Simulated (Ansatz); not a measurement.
# C8H16: one species, many methods

An exercise on one series of results from a longer session: the logs are not shown, and one member is left open.

The runs use Ansatz 0.2.0, Gaussian basis; functionals in def2-TZVPP, the program's frozen cores in correlated methods.

Plan: LDA (SPW92), PBE-D4, revPBE-D4, BLYP-D4, r2SCAN-D4, B97M-V, PBE0-D4, B3LYP-D4, r2SCANh-D4, r2SCAN0-D4, HSE06-D4, BHLYP-D4, CAM-B3LYP-D4, LC-ωPBE, ωB97X-V, ωB97M-V, B2PLYP, PBE-QIDH; CCSD(T)/def2-SVP; CCSD(T)/def2-TZVPP; MP2/def2-QZVPP; extrapolation to the limit; RPA on PBE.

1 further run of the same task is left out (it didn't finish).

## The geometry

An earlier PBE0-D4 in a triple-zeta def2 set relaxation fixed the geometry.

SMILES `CC(C)=CC(C)(C)C`, 24 atoms, charge 0, spin multiplicity 1.

Atoms are counted from 1 here; the program's logs count them from 0.

Bond lengths: C1–C2 1.497 Å, C1–H9 1.086 Å, C1–H10 1.096 Å, C1–H11 1.095 Å, C2–C3 1.499 Å, C2–C4 1.334 Å, C3–H12 1.096 Å, C3–H13 1.091 Å, C3–H14 1.096 Å, C4–C5 1.517 Å, C4–H15 1.089 Å, C5–C6 1.531 Å, C5–C7 1.530 Å, C5–C8 1.531 Å, C6–H16 1.094 Å, C6–H17 1.093 Å, C6–H18 1.090 Å, C7–H19 1.093 Å and more. Angles: C2–C1–H9 113.9°, C2–C1–H10 110.1°, C2–C1–H11 110.1°, H9–C1–H10 108.0°, H9–C1–H11 108.0°, H10–C1–H11 106.3°, C1–C2–C3 113.5°, C1–C2–C4 126.3°, C3–C2–C4 120.1°, C2–C3–H12 110.9°, C2–C3–H13 111.9°, C2–C3–H14 110.9°, H12–C3–H13 108.3°, H12–C3–H14 106.4°, H13–C3–H14 108.3°, C2–C4–C5 130.5°, C2–C4–H15 115.5°, C5–C4–H15 114.0° and more.

Set-up of the first run:

Input file in.yaml:

```yaml
crystal:
  periodic: [false, false, false]
  atoms:
    - {symbol: C, position_ang: [-0.250978, -2.080645, -0.689257]}
    - {symbol: C, position_ang: [0.875715, -1.195058, -0.256362]}
    - {symbol: C, position_ang: [2.213810, -1.869957, -0.287771]}
    - {symbol: C, position_ang: [0.776486, 0.077548, 0.130998]}
    - {symbol: C, position_ang: [-0.437147, 0.980545, 0.249626]}
    - {symbol: C, position_ang: [-1.436762, 0.443368, 1.277876]}
    - {symbol: C, position_ang: [0.047471, 2.347827, 0.735640]}
    - {symbol: C, position_ang: [-1.123617, 1.180197, -1.104640]}
    - {symbol: H, position_ang: [-1.225653, -1.602201, -0.655894]}
    - {symbol: H, position_ang: [-0.082066, -2.433193, -1.712762]}
    - {symbol: H, position_ang: [-0.291396, -2.975367, -0.058418]}
    - {symbol: H, position_ang: [2.223055, -2.750065, 0.364870]}
    - {symbol: H, position_ang: [3.013886, -1.200088, 0.029709]}
    - {symbol: H, position_ang: [2.446501, -2.229255, -1.296446]}
    - {symbol: H, position_ang: [1.713760, 0.557001, 0.410098]}
    - {symbol: H, position_ang: [-2.271154, 1.141627, 1.395731]}
    - {symbol: H, position_ang: [-0.957420, 0.321140, 2.252168]}
    - {symbol: H, position_ang: [-1.849482, -0.523730, 0.988962]}
    - {symbol: H, position_ang: [-0.790608, 3.041888, 0.839924]}
    - {symbol: H, position_ang: [0.761285, 2.782983, 0.030757]}
    - {symbol: H, position_ang: [0.541125, 2.265169, 1.707872]}
    - {symbol: H, position_ang: [-0.418728, 1.580760, -1.837188]}
    - {symbol: H, position_ang: [-1.526357, 0.250409, -1.507426]}
    - {symbol: H, position_ang: [-1.951726, 1.889098, -1.008050]}
basis:
  gaussian: {orbitals: def2-TZVPP}
hamiltonian: {xc: lda}
output: {orbitals: {seedname: orbitals}}
```

On the command line:

```console
ansatz run in.yaml --threads 5 --pin off --events-out ev --progress --plain --max-ram 66560MiB --backend cuda --devices 0, --max-vram 37GiB
```

Among the steps run: LDA; PBE-D4 (GGA); revPBE-D4 (GGA); BLYP-D4 (GGA); r2SCAN-D4 (meta-GGA); B97M-V (meta-GGA); PBE0-D4 (hybrid); B3LYP-D4 (hybrid); r2SCANh-D4 (hybrid); r2SCAN0-D4 (hybrid); HSE06-D4 (hybrid); BHLYP-D4 (hybrid); CAM-B3LYP-D4 (range-separated); LC-ωPBE (range-separated); ωB97X-V (range-separated); ωB97M-V (range-separated); B2PLYP (double hybrid); PBE-QIDH (double hybrid).

One of the session's tables, all rows but one given; the rest of the session is left out.

It belongs to the step «Frontier levels by functional». 

| functional | HOMO (eV) | LUMO (eV) | gap (eV) |
| --- | --- | --- | --- |
| LDA (SPW92) | -5.72 | -0.62 | 5.10 |
| PBE-D4 | -5.57 | -0.40 | 5.17 |
| revPBE-D4 | -5.51 | -0.31 | 5.20 |
| BLYP-D4 | -5.43 | -0.27 | 5.16 |
| r2SCAN-D4 | -5.74 | -0.15 | 5.59 |
| B97M-V | ? | ? | ? |
| PBE0-D4 | -6.65 | 0.61 | 7.26 |
| B3LYP-D4 | -6.46 | 0.38 | 6.83 |
| r2SCANh-D4 | -6.15 | 0.21 | 6.36 |
| r2SCAN0-D4 | -6.77 | 0.75 | 7.52 |
| HSE06-D4 | -6.26 | 0.23 | 6.49 |
| BHLYP-D4 | -7.61 | 1.66 | 9.27 |
| CAM-B3LYP-D4 | -7.96 | 1.73 | 9.69 |
| LC-ωPBE | -9.31 | 2.89 | 12.20 |
| ωB97X-V | -8.96 | 2.78 | 11.73 |
| ωB97M-V | -8.87 | 2.48 | 11.35 |

Q: Estimate the row for B97M-V from the others.

As computed: HOMO (eV): -5.81; LUMO (eV): -0.14; gap (eV): 5.66. In the column «HOMO (eV)» it lies between r2SCANh-D4 (-6.15) and r2SCAN-D4 (-5.74).
